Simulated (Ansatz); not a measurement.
Set up this calculation in Ansatz 0.2.0, as the native input.

| Item | Value |
| --- | --- |
| Task | relaxation of cell and atoms |
| Functional | LDA |
| Potentials or basis | Ansatz PAW |
| Cutoff | 420 eV (not typed: the program's choice for these potentials) |
| k mesh | 6 × 6 × 6 |
| Occupations | fermi-dirac, width 0.05 eV |
| Spin | no spin polarisation |

Ti3S2:

```xyz
5
Lattice="2.7131 1.5664 3.2376 -2.7131 1.5664 3.2376 0.0000 -3.1328 3.2376" Properties=species:S:1:pos:R:3 pbc="T T T"
Ti   -0.9107   -1.5555    3.2376
Ti    1.8024   -0.0109    3.2376
Ti   -0.8918    1.5664    3.2376
S     0.0000    0.0000    1.6302
S     0.0000    0.0000    8.0827
```

The cell comes from a database or a generator and needn't be the stable form of this composition.

The input as run:

input.yaml

```yaml
crystal:
  lattice:
    - [2.7131139241, 1.5664170544, 3.2376184047]
    - [-2.7131139241, 1.5664170544, 3.2376184047]
    - [0.0, -3.1328341088, 3.2376184047]
  atoms:
    - { symbol: Ti, position: [0.0, 0.335655, 0.664345] }
    - { symbol: Ti, position: [0.664345, 0.0, 0.335655] }
    - { symbol: Ti, position: [0.335655, 0.664345, 0.0] }
    - { symbol: S, position: [0.167839, 0.167839, 0.167839] }
    - { symbol: S, position: [0.832161, 0.832161, 0.832161] }
hamiltonian:
  xc: lda
  pseudopotentials: { kind: paw }
kpoints:
  mp_grid: { grid: [6, 6, 6] }
scf:
  occupations: { method: fermi_dirac, width: 0.05 }
output:
  forces: true
  stress: true
  eigenvalues: true
  write_density: true
  write_potential: true
  elf: true
  volumetric_format: npy
relax:
  f_tol: 0.01
  max_steps: 40
  cell: { stress_tol: 0.05 }
```

Potentials or basis: Ansatz PAW.

Command:

```sh
$ ansatz run input.yaml --threads 2 --pin off --max-ram 5632MiB --backend cpu --events-out ev --progress --plain --runs-dir out
```

Results of the run:

The relaxed volume is 15.55 Å³/atom, the relaxed cell is a = 4.416 Å, b = 4.416 Å, c = 4.416 Å, α = 74.05°, β = 74.05°, γ = 74.05° and the space group after relaxing (to 0.05 Å) is R32 (No. 155). The energy gained by relaxing is 24.6 meV/atom, the ionic steps are 6 and the pressure after relaxing is 0.0 GPa. The band gap on the k mesh is none (metal or under the smearing width).

Caveat: the plane-wave basis is chosen anew once the cell has moved, so the energies of steps on either side of that aren't comparable; the PAW data sets come from PBE, with cores solved anew for the run's functional, which leaves a small shift of forces and pressure.

Wall time 20 s on 2 threads of AMD EPYC 7R13 Processor (Zen 3), with other jobs on the host, peak memory 0.39 GiB.
